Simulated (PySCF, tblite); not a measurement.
**F2H6S2Si3: geometry, infrared bands and NMR shifts**

Wanted: the infrared bands and NMR shifts of F2H6S2Si3 (`F[SiH2]S[Si@H](F)S[SiH3]`), by calculation.

Computed with tblite 0.8.0 and PySCF 2.14.0, with density-fitted response routines of our own, on a single molecule in the gas phase. Atoms count from 0, in the outputs and in this text.

## (1) The starting structure

13 atoms, charge 0, multiplicity 1; geometry from: force field or distance geometry start.

Bonds of the start (Å): F0–Si1 1.70, Si1–S2 2.13, S2–Si3 2.16, Si3–F4 1.68, Si3–S5 2.16, S5–Si6 2.15, Si1–H7 1.48, Si1–H8 1.46, Si3–H9 1.44, Si6–H10 1.46, Si6–H11 1.48, Si6–H12 1.49.

## (2) Geometry optimisation with GFN2-xTB

The job: settings as JSON, then the geometry in Å.

```
{"job": {"kind": "relax", "xc": "GFN2-xTB", "basis": "xTB"}, "charge": 0, "multiplicity": 1}
F      2.895800    -1.708900     1.494000
Si     2.404400    -0.737900     0.192700
S      0.932600     0.599700     0.943400
Si     0.010900     1.636700    -0.708600
F     -1.075100     2.733700    -0.046600
S     -1.139000     0.145600    -1.775300
Si    -2.400600    -0.722000    -0.261600
H      3.531300     0.042100    -0.362600
H      1.915200    -1.639100    -0.848400
H      0.963500     2.215000    -1.620400
H     -3.018100    -1.974700    -0.699400
H     -1.571600    -0.881100     0.948900
H     -3.453800     0.291100     0.003800
```

Started as:

```bash
$ OMP_NUM_THREADS=1 python probes_run.py task.json out
```

The driver reads the jobs from task.json and runs them one after another.

**Question.** This job is followed by: GFN2-xTB harmonic vibrations, gas phase; GIAO PBE0/pcSseg-1 NMR shielding, non-relativistic, gas phase. What will the session give for the following? strongest single infrared mode (GFN2-xTB); zero-point energy (GFN2-xTB); 1H shifts against TMS (PBE0/pcSseg-1, means over atoms taken as alike); 19F shifts against CFCl3 (PBE0/pcSseg-1); 29Si shifts against TMS (PBE0/pcSseg-1); 33S shifts against CS2 (PBE0/pcSseg-1).

The runs gave:

| quantity | value |
| --- | --- |
| strongest single infrared mode (GFN2-xTB) | 769 cm⁻¹, 411 km/mol |
| zero-point energy (GFN2-xTB) | 37.5 kcal/mol |
| 1H shifts against TMS (PBE0/pcSseg-1, means over atoms taken as alike) | 5.93, 5.55, 5.53, 4.79 ppm |
| 19F shifts against CFCl3 (PBE0/pcSseg-1) | -156.9, -209.6 ppm |
| 29Si shifts against TMS (PBE0/pcSseg-1) | 14.7, 5.9, -62.4 ppm |
| 33S shifts against CS2 (PBE0/pcSseg-1) | -182, -199 ppm |

In words: Over 110 steps the energy fell by 0.457 eV; of the close pairs, F0–Si1 changed most, 1.696 to 1.598 Å. No mode is imaginary among the 33: a minimum at this level. The strongest single mode, at 769 cm⁻¹, is spread over several atoms, H11, H10, H12 among them. Unscaled tight-binding wavenumbers are off by several per cent, some by more. Its intensities can rank the bands wrongly. At PBE0/pcSseg-1: Shielding is most anisotropic at S2 (span 311 ppm, paramagnetic term -376 ppm).
